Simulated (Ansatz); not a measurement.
# CH5NTe: the cost of one run

Program: Ansatz 0.2.0. Level of theory: RKS PBE0-D4/def2-SVP. These are calculated values, not measurements.

### Step 1. Starting point

Bond lengths: N1–C2 1.403 Å, C2–Te3 2.146 Å, N1–H4 1.012 Å, N1–H5 1.072 Å, C2–H6 1.126 Å, C2–H7 1.135 Å, Te3–H8 1.721 Å. Angles: N1–C2–Te3 109.0°, N1–C2–H6 110.7°, N1–C2–H7 109.7°, Te3–C2–H6 109.4°, Te3–C2–H7 110.2°, H6–C2–H7 108.0°, C2–N1–H4 110.6°, C2–N1–H5 110.6°, H4–N1–H5 103.6°, C2–Te3–H8 89.6°.

Coordinates:

```xyz
8

N    -0.5316    0.6487   -0.6388
C     0.3694    0.3113    0.3823
Te   -0.4778   -1.2642    1.5684
H    -0.6008   -0.1014   -1.3139
H    -0.1573    1.4723   -1.2148
H     0.5774    1.2020    1.0386
H     1.3529   -0.0254   -0.0725
H    -0.4399   -2.3004    0.1949
```

### Step 2. Relaxing end A

File input.yaml:

```yaml
crystal:
  periodic: [false, false, false]
  atoms:
    - { symbol: "N", position_ang: [-0.5316, 0.6487, -0.6388] }
    - { symbol: C, position_ang: [0.3694, 0.3113, 0.3823] }
    - { symbol: Te, position_ang: [-0.4778, -1.2642, 1.5684] }
    - { symbol: H, position_ang: [-0.6008, -0.1014, -1.3139] }
    - { symbol: H, position_ang: [-0.1573, 1.4723, -1.2148] }
    - { symbol: H, position_ang: [0.5774, 1.202, 1.0386] }
    - { symbol: H, position_ang: [1.3529, -0.0254, -0.0725] }
    - { symbol: H, position_ang: [-0.4399, -2.3004, 0.1949] }
basis:
  gaussian: { orbitals: def2-SVP }
hamiltonian:
  xc: pbe0
  dispersion: d4
relax:
  f_tol: 0.015
  max_steps: 40
```

Command:

```sh
ansatz run input.yaml --threads 1 --pin off --max-ram 2048MiB --backend cpu --events-out ev --progress --plain --runs-dir out
```

Q: Estimate wall time and peak memory on 1 thread of Arm Neoverse V2, shared host.

About 83 s, with a peak of 0.17 GiB.
